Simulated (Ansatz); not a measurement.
Crystal: Tl3Cu.

```xyz
4
Lattice="4.7170 0.0000 0.0000 0.0000 4.7170 0.0000 0.0000 0.0000 4.7170" Properties=species:S:1:pos:R:3 pbc="T T T"
Tl    2.3585    2.3585    0.0000
Tl    2.3585    0.0000    2.3585
Tl    0.0000    2.3585    2.3585
Cu    0.0000    0.0000    0.0000
```

The cell comes from a database or a generator and needn't be the stable form of this composition.

| Quantity | Value |
| --- | --- |
| Program | Ansatz 0.2.0 |
| Task | relaxation of cell and atoms |
| Functional | PBE |
| Dispersion | D3(BJ) |
| Potentials or basis | Ansatz PAW |
| Cutoff | 420 eV (not typed: the program's choice for these potentials) |
| k mesh | 6 × 6 × 6 |
| Occupations | fermi-dirac, width 0.05 eV |
| Spin | no spin polarisation |

At the start: volume 26.24 Å³/atom.

Problem. How do energy, volume and symmetry change on relaxing?

Solution. It ends after 4 steps and the volume is 24.60 Å³/atom (-6.2 %); space group Pm-3m (No. 221, to 0.05 Å).

The path:
| step | energy change (eV) | largest force (eV/Å) | volume (Å³) |
| --- | --- | --- | --- |
| 1 | 0.0000 | 0.0000 | 104.95 |
| 2 | -0.0461 | 0.0000 | 99.41 |
| 3 | -0.0474 | 0.0000 | 98.40 |
| 4 | -0.0452 | 0.0000 | 98.40 |

Final structure:
```
CELL_PARAMETERS angstrom
4.61676 0.00000 0.00000
0.00000 4.61676 0.00000
0.00000 0.00000 4.61676
ATOMIC_POSITIONS crystal
Tl 0.50000 0.50000 0.00000
Tl 0.50000 0.00000 0.50000
Tl 0.00000 0.50000 0.50000
Cu 0.00000 0.00000 0.00000
```

Caveat: the plane-wave basis is chosen anew once the cell has moved, so the energies of steps on either side of that aren't comparable; pairwise dispersion overbinds metals, which lowers pressure and volume.
